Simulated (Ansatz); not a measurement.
# Br2Si, SMILES Br[Si]Br: the interaction energy of a dimer with the counterpoise correction

Program: the Python package of Ansatz (0.2.0).

Notebook, run cell by cell (the value of a cell's last expression is shown):

**Cell 1**
```python
from dataclasses import dataclass

import ansatz as az
import numpy as np
```

**Cell 2**
```python
@dataclass
class RunConfig:
    basis_set: str = "def2-SVP"
    level: str = "mp2"
```

**Cell 3**
```python
cfg = RunConfig()
```

**Cell 4**
```python
FIRST = [
    ("Br", (0.9724, 1.4266, 0.6786)),
    ("Si", (-0.7118, 0.3656, -0.3469)),
    ("Br", (-0.2607, -1.7922, -0.3318)),
]
SECOND = [
    ("Br", (-4.3347, 0.3785, 3.9894)),
    ("Si", (-3.0592, 1.8246, 2.8511)),
    ("Br", (-3.7663, 1.852, 0.7633)),
]
```

**Cell 5**
```python
def energy(atoms, ghosts=()):
    molecule = az.Crystal.molecule()
    for symbol, xyz in atoms:
        molecule = molecule.atom(symbol, xyz)
    calc = (
        molecule.calculation()
        .basis(gaussian=cfg.basis_set)
        .correlation(cfg.level)
    )
    deck = calc.input()
    if ghosts:
        deck = deck.set(az.key.basis.gaussian.ghost_atoms, [{"symbol": s, "position_ang": list(xyz)} for s, xyz in ghosts])
    return az.Session.from_dict(deck).plan().execute().report["free_energy_ev"]
```

**Cell 6**
```python
# ghost atoms carry the functions of the partner
direction = np.array([-0.7915, 0.2876, 0.5393])
print("shift (A)   counterpoise-corrected interaction (kJ/mol)")
for shift in (-0.3, 0.0, 0.4, 1.0, 2.0):
    moved = [(s, tuple(np.round(np.array(xyz) + shift * direction, 4))) for s, xyz in SECOND]
    gain = energy(FIRST + moved) - energy(FIRST, moved) - energy(moved, FIRST)
    print(f"{shift:8.2f} {96.485332 * gain:14.3f}")
```
Output:
```text
shift (A)   counterpoise-corrected interaction (kJ/mol)
   -0.30         21.657
    0.00          7.742
    0.40          0.823
    1.00         -1.047
    2.00         -0.581
```

The dimer is a generated trial pose of unrelaxed monomers, not a minimum, so the figure is no binding energy, and the basis set is small. The whole script took 2.9 min on 1 thread of Arm Neoverse V2, with other jobs on the host, peak memory 0.85 GiB.

(Lines on the test bed's own set-up are left out of the output.)
